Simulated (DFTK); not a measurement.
Wanted: the native input for a DFTK 0.8.2 run.

```yaml
Task: single point
Functional: PBEsol
Potentials_or_basis: dojo.nc.sr.pbesol.v0_4_1.standard.upf (PBEsol)
Cutoff: 1088 eV
k_mesh: 8 × 8 × 8
Occupations: fermi-dirac, width 0.05 eV
Spin: no spin polarisation
Valence_electrons: Ga 13, Ge 14
SCF_tolerance_on_the_density: 1e-06
```

GaGe:

```
CELL_PARAMETERS angstrom
0.00000 2.89784 2.89784
2.89784 0.00000 2.89784
2.89784 2.89784 0.00000
ATOMIC_POSITIONS crystal
Ge 0.99277 0.98973 0.02535
Ga 0.23997 0.24662 0.26427
```

The cell comes from a database or a generator and needn't be the stable form of this composition.

The cell isn't the ideal one: atoms moved at random, drawn with an rms of 0.05 Å.

The input as run:

run.jl

```julia
using DFTK
using PseudoPotentialData
using Unitful, UnitfulAtomic
using LinearAlgebra, Printf
include("save.jl")
disable_threading()

# lattice vectors are the columns
lattice = austrip(1u"Å") * [           0.0       2.897844       2.897844;
                 2.897844            0.0       2.897844;
                 2.897844       2.897844            0.0]
symbols   = [:Ge, :Ga]
positions = [[-0.007234, -0.010274, 0.025349],
             [0.239969, 0.246622, 0.264274]]
pseudopotentials = PseudoFamily("dojo.nc.sr.pbesol.v0_4_1.standard.upf")
elements = Dict(s => ElementPsp(s, pseudopotentials) for s in unique(symbols))
atoms    = [elements[s] for s in symbols]

build_model(lattice, positions; symmetries=true) =
    model_DFT(lattice, atoms, positions;
              functionals=PBEsol(),
              temperature=austrip(0.05u"eV"),
              smearing=Smearing.FermiDirac(),
              symmetries)
Ecut  = 40.0  # hartree
kgrid = [8, 8, 8]
tol   = 1e-6
to_GPa = ustrip(uconvert(u"GPa", 1u"hartree/bohr^3"))

model = build_model(lattice, positions)
basis = PlaneWaveBasis(model; Ecut, kgrid)
display(basis)
scfres = self_consistent_field(basis;
                               tol,
                               nbandsalg=AdaptiveBands(model; n_bands_converge=18))
display(scfres.energies)
@printf "Fermi level: %.6f eV\n" ustrip(auconvert(u"eV", something(scfres.εF, NaN)))
forces = compute_forces_cart(scfres)
println("Forces (eV/Å)")
for (s, f) in zip(symbols, forces)
    @printf "%-3s %12.6f %12.6f %12.6f\n" s ustrip.(auconvert.(u"eV/Å", f))...
end
stress = compute_stresses_cart(scfres)
println("Stress (GPa)")
display(round.(stress * to_GPa; digits=4))
println("Levels at the first k-point (eV): ", round.(ustrip.(auconvert.(u"eV", scfres.eigenvalues[1][1:scfres.n_bands_converge])); digits=4))
save_scf!(scfres; forces, stress)
```

Potentials or basis: dojo.nc.sr.pbesol.v0_4_1.standard.upf (PBEsol).

Run with:

```console
$ julia --threads=1 run.jl  # save.jl only writes the numbers to a file and isn't shown; printed stress counts tension as positive; times include loading and compiling
```

It gave:

| Item | Value |
| --- | --- |
| Pressure | -2.3 GPa |
| Largest force | 0.201 eV/Å |
| Band gap on the k mesh | none (metal or under the smearing width) |

It took 40 min on 1 thread of Intel(R) Xeon(R) Processor @ 2.70GHz, with other jobs on the host, peak memory 8.1 GiB.
